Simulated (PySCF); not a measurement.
# CH4OSSi (SMILES CS[Si]O): N12-SX/pcseg-0 (density fitting with cc-pvdz-jkfit, max memory mb 1860)

Aim: a single-point energy of CH4OSSi. The job is set up through a Python script.

Program for the calculation: PySCF 2.14.0.

### 1 The molecule

CH4OSSi: 8 atoms, total charge 0, spin state singlet. As SMILES, `CS[Si]O`. The shape is that of a PBE0-D4/def2-TZVP optimisation. This is a higher conformer, about 8 kJ/mol above the lowest found by a separate search.

Bond lengths: C1–S2 1.813 Å, S2–Si3 2.160 Å, Si3–O4 1.651 Å, C1–H5 1.091 Å, C1–H6 1.089 Å, C1–H7 1.091 Å, O4–H8 0.961 Å. Angles: C1–S2–Si3 107.1°, S2–Si3–O4 103.8°, S2–C1–H5 111.2°, S2–C1–H6 107.4°, S2–C1–H7 111.2°, Si3–O4–H8 121.8°, H5–C1–H6 108.2°, H5–C1–H7 110.5°, H6–C1–H7 108.2°.

### 2 The energy at N12-SX/pcseg-0 (density fitting with cc-pvdz-jkfit, max memory mb 1860)

File start.xyz:

```xyz
8

C      0.724400     0.538800    -0.590400
S     -0.196900    -0.844100    -1.315700
Si    -1.496600    -1.621200     0.224800
O     -1.178800    -0.661400     1.529900
H      1.342300     0.206500     0.245200
H      1.381900     0.933200    -1.364100
H      0.052500     1.338200    -0.274000
H     -0.536700     0.052800     1.488400
```

File job.py:

```python
from pyscf import gto, dft

molecule = gto.M(
    atom='start.xyz',
    max_memory=1860,
    charge=0,
    basis='pcseg-0',
    verbose=3,
)

ks = dft.RKS(molecule, xc='n12-sx')
ks = ks.density_fit(auxbasis='cc-pvdz-jkfit')
ks.kernel()

e_tot = ks.e_tot
print('E(%s) = %.9f' % ('N12-SX', e_tot))
```

Run with:

```sh
OMP_NUM_THREADS=1 python job.py
```

Q: Predict the results. Wanted: total energy; dipole moment; HOMO energy; LUMO energy; HOMO–LUMO gap.

Computed results:

Level: N12-SX/pcseg-0 (density fitting with cc-pvdz-jkfit, max memory mb 1860).

```
     quantity          value
 total energy  -802.20298 Eh
dipole moment         3.33 D
  HOMO energy       -6.52 eV
  LUMO energy       -2.04 eV
HOMO–LUMO gap        4.48 eV
```

In words: Mulliken charges run from -0.92 on C1 to +0.77 on Si3.
